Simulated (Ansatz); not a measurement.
**TiHCl (singlet): from Hartree-Fock to the top rungs, def2-SVP**

An exercise on one series of results from a longer session: the logs are not shown, and one member is left open.

Method: def2-SVP, core rule «outside noble gas», up to 14 orbitals frozen; program: Ansatz 0.2.0, Gaussian basis.

The runs, in order: UHF; CCSD(T) on RHF; CCSD(T) on UHF; CISD; CCSDT(Q) on RHF; CCSDT(Q) on UHF; CCSDTQ on RHF; CASSCF and MRCISD+Q, 12 electrons in 11 orbitals; CASSCF and NEVPT2, 12 electrons in 11 orbitals.

9 further runs of the same task are left out: 5 for a known fault of the program, 4 set aside as unsound or not needed.

## What is computed

The geometry is a PBE0/def2-TZVP stationary point (not a proven minimum).

3 atoms, charge 0, spin multiplicity 1.

Atoms are counted from 1 here; the program's logs count them from 0.

Bond lengths: Ti1–Cl2 2.280 Å, Ti1–H3 1.822 Å. Angles: Cl2–Ti1–H3 180.0°.

Set-up of the first run:

Contents of in.yaml:

```yaml
crystal:
  periodic: [false, false, false]
  atoms:
    - {symbol: Ti, position_ang: [0.000000, 0.000000, -0.152833]}
    - {symbol: Cl, position_ang: [0.000000, 0.000000, 2.127267]}
    - {symbol: H, position_ang: [0.000000, 0.000000, -1.974433]}
basis:
  gaussian: {orbitals: def2-SVP}
magnetization: {spin_polarized: true, initial_magnetization: 0}
hamiltonian: {xc: hf}
output: {orbitals: {seedname: orbitals}}
```

On the command line:

```console
$ ansatz run in.yaml --threads 1 --pin off --events-out ev --progress --plain --max-ram 2560MiB --backend cpu
```

Steps of the session up to this table: UHF; CCSD(T) on RHF; CCSD(T) on UHF; CISD; CCSDT(Q) on RHF; CCSDT(Q) on UHF; CCSDTQ on RHF; CASSCF and MRCISD+Q, 12 electrons in 11 orbitals; CASSCF and NEVPT2, 12 electrons in 11 orbitals.

One table of the session follows, with a row left open; its other results are not shown here.

| method | from RCCSDT(Q) (kcal/mol) |
| --- | --- |
| RHF | +146.10 |
| UHF | +122.40 |
| RMP2 | +31.10 |
| UMP2 | +9.17 |
| RCCSD | +7.79 |
| UCCSD | -15.19 |
| RCCSD(T) | +3.61 |
| UCCSD(T) | -19.87 |
| RCCSDT | +1.09 |
| UCCSDT | -21.25 |
| RCCSDT(Q) | 0 |
| UCCSDT(Q) | -21.82 |
| RCCSDTQ | ? |
| CASSCF valence | +120.72 |
| NEVPT2 valence | +30.07 |
| MRCISD valence | +8.57 |
| MRCISD+Q valence | +0.35 |

Estimate the missing values for RCCSDTQ.

**Answer.** from RCCSDT(Q) (kcal/mol): -0.06. In the column «from RCCSDT(Q) (kcal/mol)» it lies between UCCSD (-15.19) and RCCSDT(Q) (0).

RCCSDTQ (85 s, -0.06 kcal/mol).

Caveats from the session: The determinant is far from a pure spin state, so its energy mixes those of several spin states (harmless only where they are near-degenerate, as at dissociation). The report flags that the cluster equations may have other roots. The program flags UCCSD(T), RCCSDT(Q), UCCSDT(Q), RCCSDTQ as in doubt, so the zero of the table is itself unsure. Warnings: restricted reference is unstable; spin contamination. Restricted and unrestricted rows rest on different reference determinants; where their highest levels disagree by more than a few hundredths of an eV, they describe different states and don't form one ladder.
